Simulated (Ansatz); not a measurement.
Working through an equation of state with a fit of HfO2, space group P4_2/mnm

Program: the Python package of Ansatz (0.2.0).

Notebook, run cell by cell (the value of a cell's last expression is shown):

```python
import warnings

import ansatz as az
from ase.eos import EquationOfState
from ase.units import GPa
import numpy as np
```

```python
VECTORS = np.array([
    [4.813533, 0.0, 0.0],
    [0.0, 4.813533, 0.0],
    [0.0, 0.0, 3.205415],
])
SITES = [
    ('Hf', (0.0, 0.0, 0.0)),
    ('Hf', (0.5, 0.5, 0.5)),
    ('O', (0.194955, 0.805045, 0.5)),
    ('O', (0.305045, 0.305045, 0.0)),
    ('O', (0.694955, 0.694955, 0.0)),
    ('O', (0.805045, 0.194955, 0.5)),
]
```

```python
def crystal_on(cell):
    crystal = az.Crystal(lattice=az.Lattice.of(cell))
    for symbol, position in SITES:
        crystal = crystal.atom(symbol, position)
    return crystal
```

```python
warnings.simplefilter('ignore', az.DeckWarning)
```

```python
# scale the volume, keep shape and fractions
volumes, energies = [], []
for scale in np.linspace(0.95, 1.07, 5):
    cell = VECTORS * scale ** (1 / 3)
    job = (
        crystal_on(cell).calculation()
        .functional('lda')
        .pseudopotentials('paw')
        .occupations('Marzari-Vanderbilt', width=0.05)
        .basis(500)
        .kpoints(4, 4, 6)
    )
    summary = job.run(threads=1, pin='off').report
    volumes.append(abs(np.linalg.det(cell)) / len(SITES))
    energies.append(summary['free_energy_ev'] / len(SITES))
    print(f'V = {volumes[-1]:8.4f} A^3/atom  F = {energies[-1]:.5f} eV/atom')
```

    V =  11.7594 A^3/atom  F = -5530.97305 eV/atom
    V =  12.1307 A^3/atom  F = -5530.98456 eV/atom
    V =  12.5021 A^3/atom  F = -5530.97845 eV/atom
    V =  12.8734 A^3/atom  F = -5530.95730 eV/atom
    V =  13.2448 A^3/atom  F = -5530.92333 eV/atom

```python
eos = EquationOfState(volumes, energies, eos='sj')
v0, e0, bulk = eos.fit()
print(f'V0 = {v0:.4f} A^3/atom, E0 = {e0:.5f} eV/atom, B = {bulk / GPa:.1f} GPa')
eos.plot('eos.png')
```

    V0 = 12.1784 A^3/atom, E0 = -5530.98470 eV/atom, B = 243.8 GPa
    <Axes: title={'center': 'sj: E: -5530.985 eV, V: 12.178 Å$^3$, B: 243.806 GPa'}, xlabel='volume [Å$^3$]', ylabel='energy [eV]'>

A third-order Birch-Murnaghan fit through the 5 points (the script's own form differs a little) has its minimum at 12.18 Å³ an atom, 1.6 % below the typed cell, with a bulk modulus of 244 GPa and dB/dP = 4.2. From that minimum the energy rises by 11.7 meV an atom on the compressed side and 61.4 meV on the expanded side.

Notes:
- Absolute energies stand on the zero of these potentials, so only differences at equal settings mean something.
- Spin is left out of this run.
- Shape and fractional positions are held along the curve, so the bulk modulus is an upper value where they are free to relax.
- Spin-orbit coupling, which matters for elements this heavy, is left out.
- The structure comes from a database of computed cells and needn't be a stable or known phase.
- Run time: 43 s on 1 thread of Arm Neoverse N1, on a shared host, peak memory 0.44 GiB.
